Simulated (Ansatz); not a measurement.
I need a rigid scan of one bond angle of H₆SSiSn, SMILES [SiH3][SnH2][SH]. Use Ansatz's Python interface. Use (for the species named): PBE0, def2-SVP basis, multiplicity 1.

```xyz
9

Si   -1.0017    0.9426   -0.9191
Sn    0.6917   -0.5116    0.0851
S     0.1381   -0.8811    2.3997
H    -2.2943    0.3564   -0.8226
H    -0.7312    1.2097   -2.3660
H    -1.0680    2.2884   -0.2177
H     2.2924    0.2567   -0.0392
H     0.7550   -2.0236   -0.7676
H     1.3063   -1.6839    2.6305
```

`h6ssisn_bend.py`:
```python
'''Bending curve of H6SSiSn.'''

import warnings

import ansatz
from ase import Atoms


def main() -> None:
    warnings.simplefilter('ignore', ansatz.DeckWarning)

    atoms = Atoms(['Si', 'Sn', 'S', 'H', 'H', 'H', 'H', 'H', 'H'], positions=[
        (-1.0017, 0.9426, -0.9191),
        (0.6917, -0.5116, 0.0851),
        (0.1381, -0.8811, 2.3997),
        (-2.2943, 0.3564, -0.8226),
        (-0.7312, 1.2097, -2.366),
        (-1.068, 2.2884, -0.2177),
        (2.2924, 0.2567, -0.0392),
        (0.755, -2.0236, -0.7676),
        (1.3063, -1.6839, 2.6305),
    ])

    # relax first, so that the scan starts from a minimum
    first = (
        ansatz.Crystal.molecule_from_ase(atoms).calculation()
        .basis(gaussian='def2-SVP')
        .functional('pbe0')
        .relax(force_tolerance=0.02, max_steps=80)
    )
    atoms.positions = first.run().report['positions_ang']

    rows = []
    for angle in [85, 95, 105, 115, 125, 140, 160]:
        bent = atoms.copy()
        bent.set_angle(1, 2, 8, angle, indices=[8])
        calculation = (
            ansatz.Crystal.molecule_from_ase(bent).calculation()
            .basis(gaussian='def2-SVP')
            .correlation('mp2')
        )
        rows.append((angle, calculation.run().report['free_energy_ev']))
    floor = min(e for _, e in rows)
    for angle, e in rows:
        print(f'angle Sn1-S2-H8 = {angle:3d} deg   {1000 * (e - floor):9.1f} meV')


if __name__ == '__main__':
    main()
```

Running `python h6ssisn_bend.py` prints:
```text
angle Sn1-S2-H8 =  85 deg        35.5 meV
angle Sn1-S2-H8 =  95 deg         0.0 meV
angle Sn1-S2-H8 = 105 deg        58.4 meV
angle Sn1-S2-H8 = 115 deg       203.7 meV
angle Sn1-S2-H8 = 125 deg       425.5 meV
angle Sn1-S2-H8 = 140 deg       866.2 meV
angle Sn1-S2-H8 = 160 deg      1506.3 meV
```

Notes:
- The scan is rigid, and the energies are electronic, in a modest basis. The zero is the lowest point of the grid, which needn't be the minimum.
- def2 sets replace the cores of elements past krypton by effective core potentials.
- The start is relaxed with a density functional and scanned with the wavefunction method, so it isn't exactly that method's minimum.
- Finished in 38 s on 1 thread of Arm Neoverse V1, with other jobs on the host, peak memory 0.28 GiB.
